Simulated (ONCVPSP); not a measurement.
**Pseudopotential generation for cobalt: ONCV, PBEsol**

Task: generate the file, and judge it by its errors in other configurations, its logarithmic derivatives, its ghosts and its cutoff.

Method: ONCVPSP 4.0.1.1 (patched build), PBEsol, scalar-relativistic.

## Step 1: The atom and the settings

Typed settings, in words:

```json
{
 "element": "cobalt (Co, Z = 27)",
 "type": "optimised norm-conserving Vanderbilt (ONCV)",
 "frozen core": "[Ne]",
 "valence charge": "17",
 "reference configuration": "3s2 3p6 3d7 4s1.5 (charge +0.5)",
 "partial waves": "3s+4s: rc 1.45 bohr, ncon 4, nbas 8, qcut 9.5 1/bohr, 2 projectors; 3p: rc 0.80 bohr, ncon 5, nbas 8, qcut 11.8 1/bohr, 3 projectors, debl 1.9 Ha; 3d: rc 1.35 bohr, ncon 4, nbas 9, qcut 11.4 1/bohr, 2 projectors, debl 2.4 Ha; f scattering state at 0.45 Ha: rc 1.20 bohr, ncon 5, nbas 8, qcut 9.7 1/bohr, 2 projectors, debl 2.7 Ha",
 "local potential": "polynomial inside 0.60 bohr (lpopt 1, dvloc0 0 Ha)",
 "core correction": "not asked for"
}
```

An earlier all-electron run gives the scale for the radii.

All-electron outer shells of the reference configuration (PBEsol, scalar-relativistic, ld1.x):

| shell | level (eV) | outermost node (bohr) | outermost maximum (bohr) |
| --- | --- | --- | --- |
| 2p | -773.61 | – | 0.17 |
| 3s | -106.35 | 0.31 | 0.66 |
| 3p | -69.73 | 0.28 | 0.68 |
| 3d | -12.42 | – | 0.66 |
| 4s | -9.01 | 0.96 | 2.26 |
| 4p | -4.18 | 1.05 | 2.94 |

## Step 2: Generation

Co.dat

```
# ATOM AND REFERENCE CONFIGURATION
# atsym  z   nc   nv     iexc    psfile
  Co 27.00    3    4  -116133      upf
#
#   n    l    f
    1    0    2.00
    2    0    2.00
    2    1    6.00
    3    0    2.00
    3    1    6.00
    3    2    7.00
    4    0    1.50
#
# PSEUDOPOTENTIAL AND OPTIMIZATION
# lmax
    3
#
#   l,   rc,      ep,       ncon, nbas, qcut
    0    1.45    0.00    4    8    9.50
    1    0.80    0.00    5    8   11.80
    2    1.35    0.00    4    9   11.40
    3    1.20    0.45    5    8    9.70
#
# LOCAL POTENTIAL
# lloc, lpopt,  rc(5),   dvloc0
    4    1    0.60    0.00
#
# VANDERBILT-KLEINMAN-BYLANDER PROJECTORs
# l, nproj, debl
    0    2    0.40
    1    3    1.90
    2    2    2.40
    3    2    2.70
#
# MODEL CORE CHARGE
# icmod, fcfact, rcfact
    0    0.00    0.00
#
# LOG DERIVATIVE ANALYSIS
# epsh1, epsh2, depsh
   -5.00    5.00    0.04
#
# OUTPUT GRID
# rlmax, drl
    6.00    0.01
#
# TEST CONFIGURATIONS
# ncnf
    4
# nvcnf
#   n    l    f
    4
    3    0    2.00
    3    1    6.00
    3    2    7.00
    4    0    2.00
#
    4
    3    0    2.00
    3    1    6.00
    3    2    7.00
    4    0    1.00
#
    4
    3    0    2.00
    3    1    6.00
    3    2    7.00
    4    0    0.00
#
    4
    3    0    2.00
    3    1    6.00
    3    2    6.00
    4    0    0.00
#
```

Launch:

```
$ oncvpsp.x < Co.dat > Co.out
```

**Question.** What will these runs give? Wanted: cutoffs for 1 and 0.1 mHa per electron, occupied waves; bound ghosts; GHOST(+) flags; largest test error; largest phase difference near zero energy, channels read; projector energies reset by the program.

The runs gave:

| quantity | value |
| --- | --- |
| cutoffs for 1 and 0.1 mHa per electron, occupied waves | 75 Ha and 250 Ha |
| bound ghosts | p at -532.55 eV |
| GHOST(+) flags | s at 282 eV, p at 2517 eV |
| largest test error (AE − PS) | +10 meV, for 3s2 3p6 3d6 4s0 |
| largest phase difference near zero energy, channels read | 0.000 rad |
| projector energies reset by the program | p: -2.563, 0.250, 2.150 Ha |

What this shows: It has a bound ghost (p), a state that the atom doesn't have, and that rules the file out. The worst unpolarised test, 3s2 3p6 3d6 4s0, is off by 10 meV on 58.0 eV; by total energies transferability rates as good. Atomic tests can pass in spite of a ghost, since they solve only for the levels asked. By its cutoff, 75 Ha for the looser tolerance, it is very hard. The tighter tolerance needs 250 Ha, and converged work needs a cutoff nearer that. At the looser tolerance the 3p wave is the slowest; 3d needs 52 Ha. Near zero energy the phases of the channels with partial waves agree within 0.001 rad. The program also flags highly localised states, GHOST(+) (s, p). All of this concerns the isolated atom, not yet a solid.
